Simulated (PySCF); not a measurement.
# Ge(OH)₂: triplet, from a linear start

Where does triplet Ge(OH)₂ go from a linear start, is the end point a minimum, and what are its modes, charges and moments?

Program: PySCF 2.14.0. Level of theory: PBE0, basis Ge def2-SVP, O def2-SVP, H def2-SVP, no relativity, density fitting. These are calculated values, not measurements.

## 1. Starting geometry

5 atoms, charge 0, spin multiplicity 3.

Bond lengths: Ge1–O2 1.840 Å, Ge1–O3 1.840 Å, O2–H4 0.960 Å, O3–H5 0.960 Å. Angles: O2–Ge1–O3 180.0°, Ge1–O2–H4 130.0°, Ge1–O3–H5 130.0°.

Coordinates in bohr (charge 0 multiplicity 3):
```
Ge    0.0000    0.0000    0.0000
O     0.0000    0.0000    3.4771
O     0.0000    0.0000   -3.4771
H    -1.3897    0.0000    4.6432
H     1.3897    0.0000   -4.6432
```

## 2. Linear start, triplet: relaxation

One driver script runs all steps and calls PySCF; scf.py shows how it sets up the SCF of each step. The optimiser is the driver's own. Before each start the driver seeks the lowest SCF state from one or more starting densities and follows internal instabilities, so scf.py alone need not reach the same state.

The program finds C2h symmetry in the start, which this walk keeps. Threshold on the gradient: 0.0003 Eh/bohr, with a further test on the energy change.

scf.py

```python
from pyscf import gto, scf, dft
mol = gto.M(atom='''
Ge     0.000000     0.000000     0.000000
O     -0.000000     0.000000     1.840000
O      0.000000     0.000000    -1.840000
H     -0.735400     0.000000     2.457100
H      0.735400     0.000000    -2.457100''',
    basis={'Ge': 'def2-SVP', 'O': 'def2-SVP', 'H': 'def2-SVP'},
    charge=0, spin=2)
mf = dft.UKS(mol, xc='PBE0')
mf.grids.atom_grid = (50, 194)
aux = {'Ge': 'def2-universal-JKFIT', 'O': 'def2-universal-JKFIT', 'H': 'def2-universal-JKFIT'}
mf = mf.density_fit(auxbasis=aux)
mf.kernel()
```

After this run come: Is it a minimum? Harmonic modes; Downhill along the imaginary mode; Frequencies.

**Question.** What will these runs give? Wanted: minimum; geometry; wavenumbers; dipole moment; highest occupied, lowest empty level; polar-tensor charge of Ge1; zero-point energy; atomisation energy; ⟨S²⟩.

**Answer**, as computed:

| quantity | value |
| --- | --- |
| minimum | triplet, C2 |
| geometry | Ge–O 1.804 Å (×2), O–H 0.967 Å (×2); Ge–O–H 109.2° (×2), O–Ge–O 117.3° |
| wavenumbers (cm⁻¹) | 194 (a), 340 (a), 353 (b), 622 (a), 652 (b), 907 (a), 922 (b), 3854 (b), 3858 (a) |
| dipole moment | 0.46 D |
| highest occupied, lowest empty level (either spin) | -4.69, -4.20 eV |
| polar-tensor charge of Ge1 | +0.59 e |
| zero-point energy | 70.0 kJ/mol |
| entropy at 298.15 K | 293.2 J/(mol K) |
| atomisation energy (no zero-point energy) | 1432 kJ/mol |
| ⟨S²⟩ | 2.005 |

What this shows: The linear start (C2h) ends in a minimum of C2 symmetry, after a first stop at a saddle point 64.9 kJ/mol higher, from which it was pushed off along an imaginary mode. In the infrared the band at 3854 cm⁻¹ (b) leads. Most of the spin sits on Ge1 (Mulliken spin 1.56, against 2 for the whole molecule). Other starts or spin states, not run here, may lie lower.
